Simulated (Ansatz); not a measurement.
NaPt₂, space group Fd-3m: an equation of state with a fit, run with the Python package of Ansatz (0.2.0).

`eos_napt2.py`:
```python
# -*- coding: utf-8 -*-
'''Bulk modulus of NaPt2 from an E(V) curve.'''

import logging
import sys
import warnings

import ansatz as az
import numpy as np
from scipy.optimize import curve_fit

logging.basicConfig(stream=sys.stdout, format='%(levelname)s:%(name)s:%(message)s')
logger = logging.getLogger('napt2')
logger.setLevel(logging.INFO)

params = {
    'xc': 'r2SCAN',
    'occupations': 'cold',
    'sigma': 0.15,
    'cutoff_ev': 600,
    'mesh': (6, 6, 6),
}

vectors0 = np.array([
    [0.0, 3.741, 3.741],
    [3.741, 0.0, 3.741],
    [3.741, 3.741, 0.0],
])
sites = [
    ('Na', (0.75, 0.75, 0.75)),
    ('Na', (0.5, 0.5, 0.5)),
    ('Pt', (0.125, 0.125, 0.125)),
    ('Pt', (0.625, 0.125, 0.125)),
    ('Pt', (0.125, 0.125, 0.625)),
    ('Pt', (0.125, 0.625, 0.125)),
]


def make_crystal(cell):
    crystal = az.Crystal(lattice=az.Lattice.of(cell))
    for symbol, position in sites:
        crystal = crystal.atom(symbol, position)
    return crystal

def vinet(v, e0, v0, b0, b1):
    eta = (v / v0) ** (1 / 3)
    return e0 + 2 * b0 * v0 / (b1 - 1) ** 2 * (2 - (5 + 3 * b1 * (eta - 1) - 3 * eta) * np.exp(-1.5 * (b1 - 1) * (eta - 1)))

warnings.simplefilter('ignore', az.DeckWarning)

# scale the volume, keep shape and fractions
volumes, energies, pressures = [], [], []
for scale in np.linspace(0.94, 1.06, 7):
    cell = vectors0 * scale ** (1 / 3)
    job = make_crystal(cell).calculation()
    job = job.functional(params['xc']).occupations(params['occupations'], width=params['sigma'])
    job = job.basis(params['cutoff_ev'])
    job = job.kpoints(*params['mesh']).stress()
    data = job.run(threads=1).report
    volumes.append(abs(np.linalg.det(cell)) / len(sites))
    energies.append(data['free_energy_ev'] / len(sites))
    pressures.append(np.trace(data['stress_gpa']) / 3)
    logger.info(f'V = {volumes[-1]:8.4f} A^3/atom  F = {energies[-1]:.5f} eV/atom  P = {pressures[-1]:8.3f} GPa')

guess = (min(energies), volumes[int(np.argmin(energies))], 0.5, 4.5)
(e0, v0, b0, b1), _ = curve_fit(vinet, np.array(volumes), np.array(energies), p0=guess, maxfev=20000)
logger.info(f'Vinet fit: V0 = {v0:.4f} A^3/atom, B0 = {160.21766 * b0:.1f} GPa, B1 = {b1:.2f}')
print('largest residual', round(1000 * float(np.abs(vinet(np.array(volumes), e0, v0, b0, b1) - energies).max()), 3), 'meV/atom')
```

From its runs, with one value withheld:

| V (Å³/atom) | F less the lowest row shown (meV/atom) |
| --- | --- |
| 16.405 | 41.66 |
| 16.754 | 20.00 |
| 17.103 | 6.44 |
| 17.452 | 0.05 |
| 17.801 | 0.00 |
| 18.150 | 5.57 |
| 18.499 | ? |

What is the missing energy at 18.499 Å³ an atom?

A third-order Birch-Murnaghan fit, E = E0 + (9 V0 B0 / 16) [(t - 1)³ B' + (t - 1)² (6 - 4t)] with t = (V0/V)^(2/3), through the 6 rows shown gives V0 = 17.627 Å³, B0 = 138.2 GPa, B' = 5.16 and E0 = -0.72 meV. At V = 18.499 Å³, t = 0.96834, and the fit extrapolates to 16.10 meV. The run gave 16.10 meV, a miss of 0.01 meV.

What to keep in mind:
- Shape and fractional positions are held along the curve, so the bulk modulus is an upper value where they are free to relax.
- The mesh is modest for a metal, so energies can be off by several to tens of meV an atom and pressures by half a GPa or more; differences at equal mesh fare better.
- Pressure is positive in compression.
- Spin-orbit coupling, which matters for elements this heavy, is left out.
- The starting cell is as deposited in a crystallographic database; the results hold for this polymorph, which needn't be the stable one.
- Timing: 86 s on 1 thread of Arm Neoverse V2, with other jobs on the host, peak memory 0.95 GiB.
